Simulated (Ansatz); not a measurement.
# Ga3As3CO: the cost of one run

Computed with Ansatz 0.2.0 (DFT PBE+D3(BJ), scalar-relativistic, plane waves, PAW, unless a step's input says otherwise).

1 further run of the same task is left out (set aside as unsound or not needed).

## Step 1: The structure to begin with

It takes space group P1 (No. 1, triclinic). Conventional cell: a = 4.014 Å, b = 5.676 Å, c = 23.335 Å, α = 90.00°, β = 90.00°, γ = 90.00°. Ga (site symmetry 1) is surrounded by 3 As at 2.46 to 2.55 Å. Around As (site symmetry 1) lie 3 Ga at 2.46 to 2.49 Å. Ga (site symmetry 1) is surrounded by 4 As at 2.48 to 2.51 Å. As (site symmetry 1) has 4 Ga at 2.48 to 2.55 Å as nearest neighbours. Ga (site symmetry 1) has 3 As at 2.46 to 2.48 Å as nearest neighbours. As (site symmetry 1) is surrounded by 3 Ga at 2.46 to 2.48 Å. Around O (site symmetry 1) lie 1 C at 1.15 Å. Around C (site symmetry 1) lie 1 O at 1.15 Å.

As a file:

```cif
data_structure
_symmetry_space_group_name_H-M 'P 1'
_symmetry_Int_Tables_number 1
_cell_length_a 4.0137
_cell_length_b 5.6762
_cell_length_c 23.3353
_cell_angle_alpha 90.000
_cell_angle_beta 90.000
_cell_angle_gamma 90.000
_cell_volume 531.64
loop_
_atom_site_label
_atom_site_type_symbol
_atom_site_fract_x
_atom_site_fract_y
_atom_site_fract_z
_atom_site_occupancy
Ga1 Ga 0.50000 0.50000 0.17141 1
As1 As 0.00000 0.25000 0.17141 1
Ga2 Ga 0.00000 0.06538 0.26800 1
As2 As 0.50000 0.81022 0.25049 1
Ga3 Ga 0.50000 0.48946 0.32285 1
As3 As 0.00000 0.28876 0.35934 1
O1 O 0.16667 0.28876 0.52218 1
C1 C 0.16667 0.28876 0.57146 1
```

This is the geometry of the first run shown, built on a cell relaxed beforehand with the same method.

## Step 2: What is varied

Atoms count from 1 in the order of the input.

CO (O end down) is moved over the surface cell at a fixed height above a rigid substrate; the origin of the map has the adsorbate above As6; the height is held at 3.80 Å.

The axes are (1) position of O7 along the first surface vector, from above As6: 6 values from 0.000 to 0.833, periodic; (2) position of O7 along the second surface vector, from above As6: 6 values from 0.000 to 0.833, periodic.

Nothing else is relaxed. Points are written as (first, second).

The two vectors of the plane (Å): (4.014, 0.000, 0.000); (0.000, 5.676, 0.000).

## Step 3: Grid point (1/6, 0/6) of the map's two axes

The cell repeats along c, and a dipole correction in the vacuum removes the field between the copies.

Input file input.yaml:

```yaml
crystal:
  lattice:
    - [4.0137031111, 0.0, 0.0]
    - [0.0, 5.6762333751, 0.0]
    - [0.0, 0.0, 23.3352699083]
  atoms:
    - { symbol: Ga, position: [0.5, 0.5, 0.1714143447] }
    - { symbol: As, position: [0.0, 0.25, 0.1714143447] }
    - { symbol: Ga, position: [0.0, 0.0653835255, 0.2680035048] }
    - { symbol: As, position: [0.5, 0.8102208698, 0.2504948966] }
    - { symbol: Ga, position: [0.5, 0.4894639609, 0.3228546357] }
    - { symbol: As, position: [0.0, 0.2887573198, 0.3593388866] }
    - { symbol: O, position: [0.1666666667, 0.2887573198, 0.5221825141] }
    - { symbol: C, position: [0.1666666667, 0.2887573198, 0.5714641382] }
basis:
  ecutwfc: 420
kpoints:
  mp_grid: { grid: [7, 5, 1] }
hamiltonian:
  xc: pbe
  pseudopotentials: { kind: paw, azcp: { folder: soft_1 } }
  dispersion: d3bj
scf:
  occupations: { method: gaussian, width: 0.05 }
output:
  forces: true
  eigenvalues: true
efield:
  axis: 3
  dipole_correction: true
  ramp_width: 0.04
```

Started as:

```
ansatz run input.yaml --threads 2 --pin off --max-ram 6144MiB --backend cpu --events-out ev --progress --plain --runs-dir out
```

Q: Estimate wall time and peak memory on 2 threads of Intel Xeon Platinum 8488C (Sapphire Rapids), shared host.

About 24 s, with a peak of 0.99 GiB.
